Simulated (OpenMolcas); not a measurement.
# Ta²⁺ among point charges: CASSCF and CASPT2 levels and susceptibility

How does a field of 6 point charges split the states of Ta²⁺, and what χT follows?

The numbers are computed with OpenMolcas 26.06 (state-averaged CASSCF and CASPT2, spin-orbit coupling by RASSI with atomic mean-field integrals), except any that are marked as measured or tabulated.

## Step 1: Starting point

* Species: Ta²⁺ (tantalum, Z = 73, 71 electrons)
* Basis: ANO-RCC-VDZP [7s6p4d2f1g], 68 functions
* Scalar Hamiltonian: DKH2, point nucleus
* Inactive shells: 1s 2s 2p 3s 3p 3d 4s 4p 4d 4f 5s 5p
* Active space: 3 electrons in 5 orbitals (5d)
* Some configurations of this space: 5d3
* Orbitals: optimised for each spin and parity, averaged over all roots

Outer shells as boxes (Hund's rule):

5d3
```
5d [↑ ][↑ ][↑ ][  ][  ]
```

The ion sits among 6 point charges of -1 e arranged as a trigonal antiprism (D3d), 2.11 Å from the ion, with a polar angle of 49.3° against the regular 54.74°.

The work runs as a chain of OpenMolcas steps in one folder; each step below is one input file. Labels, J, g values, rates, χT and fits are worked out afterwards by a script from the matrices that RASSI stores. The input lists half of the charges; inversion (Group=XYZ) makes the rest.

## Step 2: GATEWAY and SEWARD: basis and integrals

a.inp reads:

```
&GATEWAY
Coord
1

Ta 0.0 0.0 0.0
Basis=ANO-RCC-VDZP
Group=XYZ
NoMove
AngMom=0.0 0.0 0.0
AMFI
XField
3 Angstrom 0
0.000000 1.598752 1.376987 -1.000000
1.384560 -0.799376 1.376987 -1.000000
1.384560 0.799376 -1.376987 -1.000000
&SEWARD
```

The run is started by

```bash
$ OMP_NUM_THREADS=1 MOLCAS_MEM=1689 MOLCAS_PROJECT=a pymolcas a.inp > a.log
```

Log:

```text
Basis set label: TA.ANO-RCC...7S6P4D2F1G.

      Electronic valence basis set:
      ------------------
      Associated Effective Charge  73.000000 au
      Associated Actual Charge     73.000000 au
      Nuclear Model: Point charge

      Shell  nPrim  nBasis  Cartesian Spherical Contaminant
         s      24       7        X
         p      21       6        X
         d      15       4                 X
         f      11       2                 X
         g       4       1                 X
                  Relativistic Douglas-Kroll-Hess integrals:
                    - DKH order of Hamiltonian: 2
                    - DKH order of Properties : 0
                  Atomic mean-field integrals
```

## Step 3: CASSCF: quartets of even parity, 10 roots

a.inp reads:

```
&RASSCF
FileOrb=start.orb
Symmetry=1
Spin=4
nActEl=3 0 0
Inactive=15 19
Ras2=5 0
CIRoot=10 10 1
SDav=10
CIMx=300
Iter=120 100
PrWF=0.3
OrbListing=Nothing
MaxOrb=0
>>> COPY $Project.JobIph JOB001
```

start.orb holds the contracted functions of the basis, ordered by shell, or the orbitals of the step before.

Log, shortened:

```text
[...]
      Number of active orbitals                  5
[...]
      Spin quantum number                      1.5
[...]
      Active orbitals                            5   0
[...]
      Number of CSFs                            10
      Number of root(s) required                10
[...]
      Convergence after 13 iterations
[...]
      Natural orbitals and occupation numbers for root  1
      sym 1:   0.000433   0.000433   1.000000   0.999567   0.999567
      Natural orbitals and occupation numbers for root  2
      sym 1:   0.500000   0.500000   1.000000   0.500000   0.500000
      Natural orbitals and occupation numbers for root  3
      sym 1:   0.651417   0.348583   1.000000   0.651417   0.348583
::    RASSCF root number  1 Total energy: -15592.27293788
::    RASSCF root number  2 Total energy: -15592.21948055
::    RASSCF root number  3 Total energy: -15592.21133570
[...]
::    RASSCF root number  7 Total energy: -15592.18372790
::    RASSCF root number  8 Total energy: -15592.14059180
::    RASSCF root number  9 Total energy: -15592.13652551
::    RASSCF root number 10 Total energy: -15592.13652551
```

## Step 4: Reference wave functions, doublets of even parity, 40 roots

a.inp reads:

```
&RASSCF
FileOrb=start.orb
Symmetry=1
Spin=2
nActEl=3 0 0
Inactive=15 19
Ras2=5 0
CIRoot=40 40 1
SDav=40
CIMx=300
Iter=120 100
PrWF=0.3
OrbListing=Nothing
MaxOrb=0
>>> COPY $Project.JobIph JOB002
```

Log, shortened:

```text
[...]
      Number of active orbitals                  5
[...]
      Spin quantum number                      0.5
[...]
      Active orbitals                            5   0
[...]
      Number of CSFs                            40
      Number of root(s) required                40
[...]
      Convergence after 13 iterations
[...]
      Natural orbitals and occupation numbers for root  1
      sym 1:   0.008577   0.011486   1.178998   0.988317   0.812622
      Natural orbitals and occupation numbers for root  2
      sym 1:   0.015605   0.004211   1.173639   0.808735   0.997810
      Natural orbitals and occupation numbers for root  3
      sym 1:   0.024941   0.044596   0.937264   0.759571   1.233628
::    RASSCF root number  1 Total energy: -15592.23231745
::    RASSCF root number  2 Total energy: -15592.23231744
::    RASSCF root number  3 Total energy: -15592.21458774
[...]
::    RASSCF root number 27 Total energy: -15592.09541693
::    RASSCF root number 28 Total energy: -15592.08711655
::    RASSCF root number 29 Total energy: -15592.08711654
::    RASSCF root number 30 Total energy: -15592.08288430
```

## Step 5: RASSI: spin-orbit coupling between the states

a.inp reads:

```
&RASSI
NrOfJobIphs=2 10 40
1 2 3 4 5 6 7 8 9 10
1 2 3 4 5 6 7 8 9 10 11 12 13 14 15 16 17 18 19 20 21 22 23 24 25 26 27
28 29 30 31 32 33 34 35 36 37 38 39 40
IphNames
JOB001
JOB002
EJob
SpinOrbit
DIPRint=1.0
SOCoupling=1000.0
Subsets=2
Property=9
'ANGMOM' 1 'ANGMOM' 2 'ANGMOM' 3 'MLTPL  1' 1 'MLTPL  1' 2 'MLTPL  1' 3
'AMFI' 1 'AMFI' 2 'AMFI' 3
SOProperty=3
'ANGMOM' 1 'ANGMOM' 2 'ANGMOM' 3
```

The run is started by

```bash
$ OMP_NUM_THREADS=1 MOLCAS_MEM=1689 MOLCAS_PROJECT=a pymolcas a.inp > a.log
```

Log:

```text
SPIN-FREE ENERGIES:
  (Shifted by EMIN (a.u.) =     -15592.2729378833)

 SF State       Relative EMIN(au)   Rel lowest level(eV)    D:o, cm**(-1)      L_eff

     1             0.0000000000        0.0000000000              0.0000         2.6
    11             0.0406204350        1.1053383461           8915.1550         3.0
    12             0.0406204426        1.1053385531           8915.1567         3.0
     2             0.0534573362        1.4546482232          11732.5292         2.8
    13             0.0583501465        1.5877883739          12806.3769         3.7
    14             0.0583501508        1.5877884898          12806.3778         3.7
     3             0.0616021867        1.6762808962          13520.1172         2.5
     4             0.0616021960        1.6762811500          13520.1193         2.5
    15             0.0652295634        1.7749868454          14316.2344         3.6
     5             0.0723531353        1.9688291112          15879.6777         2.2
    16             0.0777140471        2.1147069516          17056.2618         3.2
    17             0.0857921320        2.3345228411          18829.1965         3.4
    18             0.0857921453        2.3345232026          18829.1995         3.4
     6             0.0892099795        2.4275272091          19579.3274         1.5
     7             0.0892099883        2.4275274474          19579.3293         1.5
    19             0.0970444469        2.6407139277          21298.7942         2.9
    20             0.0970444551        2.6407141510          21298.7960         2.9
    21             0.0988945243        2.6910570974          21704.8393         3.4
    22             0.1086351266        2.9561123886          23842.6544         3.9
    23             0.1086351298        2.9561124768          23842.6551         3.9
    24             0.1133143197        3.0834397214          24869.6186         4.0
    25             0.1194103497        3.2493211479          26207.5425         3.4
    26             0.1194103690        3.2493216728          26207.5467         3.4
    27             0.1248481810        3.3972920748          27401.0085         4.4
     8             0.1323460843        3.6013204185          29046.6081         1.7
    28             0.1326540573        3.6097007909          29114.2003         2.8
    29             0.1335202209        3.6332703022          29304.3013         4.1
    30             0.1335202295        3.6332705379          29304.3032         4.1
     9             0.1364123704        3.7119696991          29939.0547         2.2
    10             0.1364123711        3.7119697188          29939.0549         2.2
    31             0.1503696675        4.0917671032          33002.3274         2.4
    32             0.1518443815        4.1318961133          33325.9896         3.0
    33             0.1518443841        4.1318961839          33325.9902         3.0
    34             0.1622483897        4.4150035995          35609.4055         2.9
    35             0.1774292268        4.8280952225          38941.2142         3.0
    36             0.1774292424        4.8280956452          38941.2176         3.0
    37             0.1775209526        4.8305912088          38961.3456         3.6
    38             0.1858213340        5.0564560924          40783.0688         3.8
    39             0.1858213417        5.0564563006          40783.0705         3.8
    40             0.1900535875        5.1716215777          41711.9411         3.0
Eigenvalues of complex Hamiltonian:
   -----------------------------------
  (Shifted by EMIN (a.u.) =     -15592.2729378833)

 SO State       Relative EMIN(au)   Rel lowest level(eV)    D:o, cm**(-1)     J-value

     1            -0.0041502765        0.0000000000              0.0000         2.3
     2            -0.0041502765        0.0000000000              0.0000         2.3
     3            -0.0034802487        0.0182323846            147.0541         2.1
     4            -0.0034802487        0.0182323846            147.0541         2.1
     5             0.0343150439        1.0466946898           8442.1620         2.4
     6             0.0343150439        1.0466946898           8442.1620         2.4
     7             0.0343467276        1.0475568469           8449.1158         2.2
     8             0.0343467276        1.0475568469           8449.1158         2.2
     9             0.0458922280        1.3617259186          10983.0602         1.7
    10             0.0458922280        1.3617259186          10983.0602         1.7
    11             0.0477334448        1.4118279802          11387.1606         2.1
    12             0.0477334448        1.4118279802          11387.1606         2.1
    13             0.0514371358        1.5126105456          12200.0268         2.5
    14             0.0514371358        1.5126105456          12200.0268         2.5
    15             0.0554400435        1.6215352139          13078.5635         2.3
    16             0.0554400435        1.6215352139          13078.5635         2.3
    17             0.0560279401        1.6375326954          13207.5919         2.4
    18             0.0560279401        1.6375326954          13207.5919         2.4
    19             0.0576985279        1.6829917062          13574.2436         2.6
    20             0.0576985279        1.6829917062          13574.2436         2.6
    21             0.0622352297        1.8064416502          14569.9345         2.3
    22             0.0622352297        1.8064416502          14569.9345         2.3
    23             0.0637767542        1.8483886702          14908.2600         2.5
    24             0.0637767542        1.8483886702          14908.2600         2.5
    25             0.0670654842        1.9378795708          15630.0528         2.4
    26             0.0670654842        1.9378795708          15630.0528         2.4
    27             0.0699568560        2.0165578056          16264.6356         2.5
    28             0.0699568560        2.0165578056          16264.6356         2.5
    29             0.0767648093        2.2018116518          17758.8086         1.9
    30             0.0767648093        2.2018116518          17758.8086         1.9
    31             0.0785212415        2.2496066089          18144.3009         2.3
    32             0.0785212415        2.2496066089          18144.3009         2.3
    33             0.0844174451        2.4100504824          19438.3681         2.1
    34             0.0844174451        2.4100504824          19438.3681         2.1
    35             0.0847328655        2.4186335072          19507.5948         2.3
    36             0.0847328655        2.4186335072          19507.5948         2.3
    37             0.0858821693        2.4499076585          19759.8379         1.9
    38             0.0858821693        2.4499076585          19759.8379         1.9
    39             0.0884601948        2.5200593065          20325.6491         2.0
    40             0.0884601948        2.5200593065          20325.6491         2.0
    41             0.0915763634        2.6048545718          21009.5690         2.3
Weights of the five most important spin-orbit-free states for each spin-orbit state.

 SO State  Total energy (au)           Spin-free states, spin, and weights
 -------------------------------------------------------------------------------------------------------
    1        -0.004150       1 1.5  0.9406    3 1.5  0.0158    4 1.5  0.0158   16 0.5  0.0123   21 0.5  0.0060
    2        -0.004150       1 1.5  0.9406    3 1.5  0.0158    4 1.5  0.0158   16 0.5  0.0123   21 0.5  0.0060
    3        -0.003480       1 1.5  0.9458    2 1.5  0.0274    4 1.5  0.0055    3 1.5  0.0055   18 0.5  0.0040
    4        -0.003480       1 1.5  0.9458    2 1.5  0.0274    4 1.5  0.0055    3 1.5  0.0055   18 0.5  0.0040
    5         0.034315      11 0.5  0.3836   12 0.5  0.3834    2 1.5  0.0523    5 1.5  0.0402   13 0.5  0.0245
    6         0.034315      11 0.5  0.3836   12 0.5  0.3834    2 1.5  0.0523    5 1.5  0.0402   13 0.5  0.0245
    7         0.034347      12 0.5  0.4278   11 0.5  0.4276    3 1.5  0.0283    4 1.5  0.0283    5 1.5  0.0126
    8         0.034347      12 0.5  0.4278   11 0.5  0.4276    3 1.5  0.0283    4 1.5  0.0283    5 1.5  0.0126
    9         0.045892       2 1.5  0.4974   13 0.5  0.1230   14 0.5  0.1230   12 0.5  0.0660   11 0.5  0.0660
   10         0.045892       2 1.5  0.4974   13 0.5  0.1230   14 0.5  0.1230   12 0.5  0.0660   11 0.5  0.0660
   11         0.047733       2 1.5  0.4631   14 0.5  0.1604   13 0.5  0.1604    3 1.5  0.0686    4 1.5  0.0686
   12         0.047733       2 1.5  0.4631   14 0.5  0.1604   13 0.5  0.1604    3 1.5  0.0686    4 1.5  0.0686
```

These steps: 17 s of run time, 1 thread of Intel Xeon Platinum 8488C (Sapphire Rapids), shared host.

Spin-free states, with their symmetry labels:

| state | degeneracy | E (cm-1) | free-ion L (%) |
| --- | --- | --- | --- |
| 4A2 | 1 | 0 | F (96) |
| 2E | 2 | 8915 | F (49) |
| 4A1 | 1 | 11733 | F (100) |
| 2E | 2 | 12806 | F (34) |
| 4E | 2 | 13520 | F (99) |
| doublet | 1 | 14316 | G (81) |
| quartet | 1 | 15880 | F (67) |
| doublet | 1 | 17056 | F (34) |
| 2E | 2 | 18829 | D (46) |
| 4E | 2 | 19579 | P (71) |
| 2E | 2 | 21299 | F (42) |
| doublet | 1 | 21705 | G (76) |
| 2E | 2 | 23843 | H (32) |
| doublet | 1 | 24870 | H (55) |
| 2E | 2 | 26208 | D (52) |
| doublet | 1 | 27401 | H (87) |
| 4A2 | 1 | 29047 | P (62) |
| 2A2 | 1 | 29114 | G (37) |
| 2E | 2 | 29304 | G (59) |
| 4E | 2 | 29939 | F (72) |
| doublet | 1 | 33002 | D (82) |
| 2E | 2 | 33326 | D (39) |
| 2A1 | 1 | 35609 | F (84) |
| 2E | 2 | 38941 | D (45) |

With spin-orbit coupling:

| E (cm-1) | Degeneracy | Label | 2S+1 | g |
| --- | --- | --- | --- | --- |
| 0.0 | 2 | E1/2 | 4 | 1.64 3.25 3.25 |
| 147.1 | 2 | E3/2 | 4 | 0.00 0.00 4.70 |
| 8442 | 2 | E3/2 | 2 | 0.00 0.00 0.90 |
| 8449 | 2 | E1/2 | 2 | 0.41 0.41 2.63 |
| 10983 | 2 | E3/2 | 4 | 0.00 0.00 5.22 |
| 11387 | 2 | E1/2 | 4 | 0.45 1.65 1.65 |
| 12200 | 2 | E1/2 | 2 | 0.23 0.56 0.56 |
| 13079 | 2 | E3/2 | 4 | 0.00 0.00 2.84 |
| 13208 | 2 | E1/2 | 4 | 1.65 1.65 2.83 |
| 13574 | 2 | E1/2 | 4 | 2.06 2.06 2.20 |
| 14570 | 2 | E3/2 | 4 | 0.00 0.00 3.07 |
| 14908 | 2 | E1/2 | 4 | 0.91 0.91 2.46 |
| 15630 | 2 | E1/2 | 4 | 0.25 0.25 3.85 |
| 16265 | 2 | E1/2 | 4 | 2.68 2.96 2.96 |
| 17759 | 2 | E3/2 | 4 | 0.00 0.00 5.64 |
| 18144 | 2 | E1/2 | 2 | 0.30 0.30 0.96 |
| 19438 | 2 | E3/2 | 4 | 0.00 0.00 4.32 |
| 19508 | 2 | E1/2 | 4 | 1.91 2.45 2.45 |
| 19760 | 2 | E1/2 | 4 | 1.56 1.56 2.05 |
| 20326 | 2 | E1/2 | 4 | 1.17 2.32 2.32 |
| 21010 | 2 | E3/2 | 2 | 0.00 0.00 0.30 |
| 21525 | 2 | E1/2 | 2 | 0.25 0.25 3.68 |
| 22387 | 2 | E1/2 | 2 | 0.48 0.48 1.89 |
| 22646 | 2 | E1/2 | 2 | 1.26 1.26 1.89 |

The table of states holds 24 of 33 computed; the rest, higher up, is left out. Principal g values are given for doublets only; a zero marks a field direction without first-order Zeeman splitting.

Powder χT (cm³ K/mol): 0.76 at 2 K, 0.77 at 5 K, 0.80 at 10 K, 0.84 at 20 K, 0.98 at 50 K, 1.13 at 100 K, 1.19 at 150 K, 1.22 at 200 K, 1.24 at 250 K, 1.25 at 300 K.

Orbitals of the lowest block (energies include the constant potential of the surroundings):

| shell | space | energy (hartree) | mean occupation | ⟨r²⟩ (bohr²) |
| --- | --- | --- | --- | --- |
| 1s | inactive | -2485.0033 | 2.000 | 0.000446 |
| 2s | inactive | -431.6233 | 2.000 | 0.00729 |
| 2p | inactive | -379.5290 | 6.000 | 0.00601 |
| 3s | inactive | -100.4659 | 2.000 | 0.0477 |
| 3p | inactive | -84.5829 | 6.000 | 0.0483 |
| 3d | inactive | -65.3210 | 10.000 | 0.0404 |
| 4s | inactive | -20.9621 | 2.000 | 0.238 |
| 4p | inactive | -15.6276 | 6.000 | 0.270 |
| 4d | inactive | -8.5293 | 10.000 | 0.318 |
| 4f | inactive | -0.6355 | 14.000 | 0.494 |
| 5s | inactive | -2.3383 | 2.000 | 1.40 |
| 5p | inactive | -0.9198 | 6.000 | 1.90 |
| 5d | RAS2 |  | 3.000 | 6.14 |

(Part 1 of 2 ends here.)
